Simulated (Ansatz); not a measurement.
**quartet InH2O at 3 levels**

Wanted: a comparison of 3 runs (U-r2SCAN0/STO-3G, USVWN5/STO-3G, UCCSDT(Q)/STO-3G) of quartet InH2O. 

The calculation is run with Ansatz 0.2.0.

46 further runs of the same task are left out: 8 that didn't finish, 38 set aside as unsound or not needed.

## 1. Starting point

InH2O: 4 atoms, total charge 0, spin state quartet. SMILES of the parent species: `[OH][InH]`. The coordinates come from a PBE0-D4/def2-TZVP relaxation. That shape belongs to the parent species and isn't relaxed for this state.

Bond lengths: O1–In2 2.003 Å, O1–H3 0.960 Å, In2–H4 1.767 Å. Angles: O1–In2–H4 113.8°, In2–O1–H3 115.0°.

## 2. A single-point energy at U-r2SCAN0/STO-3G (run 1)

in.yaml

```yaml
crystal:
  periodic: [false, false, false]
  atoms:
    - {symbol: O, position_ang: [-0.298400, -1.020600, 0.295000]}
    - {symbol: In, position_ang: [0.563900, 0.746600, -0.088500]}
    - {symbol: H, position_ang: [0.236800, -1.629400, 0.809100]}
    - {symbol: H, position_ang: [-0.446700, 1.843000, -1.036000]}
basis:
  gaussian: {orbitals: STO-3G}
magnetization: {spin_polarized: true, initial_magnetization: 3}
hamiltonian: {xc: {name: r2SCAN0}}
accuracy: high
```

On the command line:

```sh
ansatz run in.yaml --threads 1 --pin off --max-ram 2610MiB --events-out events.jsonl --progress --plain --runs-dir runs
```

Standard output:

```text
Warning: RAYON_NUM_THREADS=1 ignored (pool sized by the plan → 1); use --threads N
Functional definition: r2SCAN0
  name "r2SCAN0"
  parameter a = 0.25
  parameter k0 = 0.174
  parameter k1 = 0.065
  parameter a1 = 4.9479
  exchange = (1 - a)*r2scan_x(k0 = k0, k1 = k1, a1 = a1) + a*exact_x
  correlation = r2scan_c
617 factors; integrals over basis functions are off by at most 3.9e-9 eV
mean field evaluation 1: about -156742.1363 eV, gradient 1.5e1 eV
mean field evaluation 2: about -156736.2983 eV, gradient 3.2e1 eV
mean field evaluation 4: about -156744.2580 eV, gradient 4.7e0 eV
mean field evaluation 8: about -156744.5023 eV, gradient 4.8e-1 eV
mean field evaluation 16: about -156744.5712 eV, gradient 2.7e-2 eV
mean field evaluation 32: about -156744.5713 eV, gradient 1.7e-6 eV
mean field evaluation 64: about -156744.3012 eV, gradient 1.7e0 eV
mean field -156744.57140030 eV, -5760.2567536745 hartree, gradient 1.7e-8 eV, S^2 3.752949; 12 other end points of the search recorded, 0 dependent functions left out
reference -156744.57140100 eV, -5760.2567537002 hartree; 31, 28 occupied and 3, 6 virtual orbitals, 617 factors
Total energy: -156744.57140100 eV, -5760.2567537002 hartree
```

It took 21 s on 1 thread of Arm Neoverse V2, shared host; peak memory 0.27 GiB.

## 3. A single-point energy at USVWN5/STO-3G (run 2)

job.yaml

```yaml
crystal:
  periodic: [false, false, false]
  atoms:
    - {symbol: O, position_ang: [-0.298400, -1.020600, 0.295000]}
    - {symbol: In, position_ang: [0.563900, 0.746600, -0.088500]}
    - {symbol: H, position_ang: [0.236800, -1.629400, 0.809100]}
    - {symbol: H, position_ang: [-0.446700, 1.843000, -1.036000]}
basis:
  gaussian: {orbitals: STO-3G}
accuracy: high
magnetization: {spin_polarized: true, initial_magnetization: 3}
total_charge: 0
hamiltonian: {xc: {name: SVWN5}}
```

On the command line:

```sh
ansatz run job.yaml --threads 1 --pin off --max-ram 2610MiB --events-out events.jsonl --progress --plain --runs-dir runs
```

Standard output:

```text
Warning: RAYON_NUM_THREADS=1 ignored (pool sized by the plan → 1); use --threads N
Functional definition: SVWN5
  name "SVWN5"
  exchange = slater_x
  correlation = vwn5_c
617 factors; integrals over basis functions are off by at most 3.9e-9 eV
mean field evaluation 1: about -156554.5386 eV, gradient 3.8e1 eV
mean field evaluation 2: about -156523.4147 eV, gradient 6.8e1 eV
mean field evaluation 4: about -156564.6356 eV, gradient 2.1e1 eV
mean field evaluation 8: about -156568.3555 eV, gradient 1.0e1 eV
mean field evaluation 16: about -156569.6326 eV, gradient 2.0e-2 eV
mean field evaluation 32: about -156565.5617 eV, gradient 8.9e0 eV
mean field evaluation 64: about -156568.1386 eV, gradient 1.2e1 eV
mean field -156569.63222636 eV, -5753.8278576104 hartree, gradient 2.8e-8 eV, S^2 3.751008; 6 other end points of the search recorded, 0 dependent functions left out
reference -156569.63222819 eV, -5753.8278576774 hartree; 31, 28 occupied and 3, 6 virtual orbitals, 617 factors
Total energy: -156569.63222819 eV, -5753.8278576774 hartree
```

Wall time 3.3 s (1 thread of Arm Neoverse V2, shared host); peak memory 0.12 GiB.

## 4. The energy at UCCSDT(Q)/STO-3G (run 3)

in.yaml, as its differences from that of step 2:

```diff
@@ -10,3 +10,4 @@
 magnetization: {spin_polarized: true, initial_magnetization: 3}
-hamiltonian: {xc: {name: r2SCAN0}}
+correlation: {method: ccsdt_q, frozen_orbitals: {H: 0, In: 18, O: 1}}
 accuracy: high
+scf: {omitted_lower_state_checks: [cluster_reference, increment]}
```

On the command line:

```sh
ansatz run in.yaml --threads 1 --pin off --max-ram 2610MiB --events-out events.jsonl --progress --plain --runs-dir runs
```

Standard output:

```text
Warning: RAYON_NUM_THREADS=1 ignored (pool sized by the plan → 1); use --threads N
[... 12 lines left out ...]
19 core orbitals not correlated: weight in the atoms' cores, before any rotation towards them, 1.000 or more for the frozen orbitals, at most 0.000 for the correlated occupied ones
[... 48 lines left out ...]
Total energy: -156676.43096726 eV, -5757.7526389475 hartree
Checks for a lower state left out: cluster_reference, increment
```

Run time: 2.7 s. Hardware: 1 thread of Arm Neoverse V2, shared host; peak memory 0.15 GiB.

## 5. The series

| run | level | frozen core orbitals | energy (Eh) | ⟨S²⟩ | wall time |
| --- | --- | --- | --- | --- | --- |
| 1 | U-r2SCAN0/STO-3G | – | -5760.256754 | 3.753 | 21 s |
| 2 | USVWN5/STO-3G | – | -5753.827858 | 3.751 | 3.3 s |
| 3 | UCCSDT(Q)/STO-3G | 19 | -5757.752639 | 3.755 | 2.7 s |

## 6. What came out

| quantity | value |
| --- | --- |
| run 3: total energy | -5757.75264 Eh |
| run 3: correlation energy (19 core orbitals frozen) | -52.5 mEh |
| run 3: ⟨S²⟩ of the reference determinant | 3.755 |
| run 3: T1 diagnostic | 0.009 |

In words: Totals of different functionals can't be ranked against each other. In runs 1, 2, 3 the basis is minimal, so the values are rough. In runs 1, 2, 3 relativity is left out where basis or elements ask for it. All runs together took 27 s, the longest 21 s.
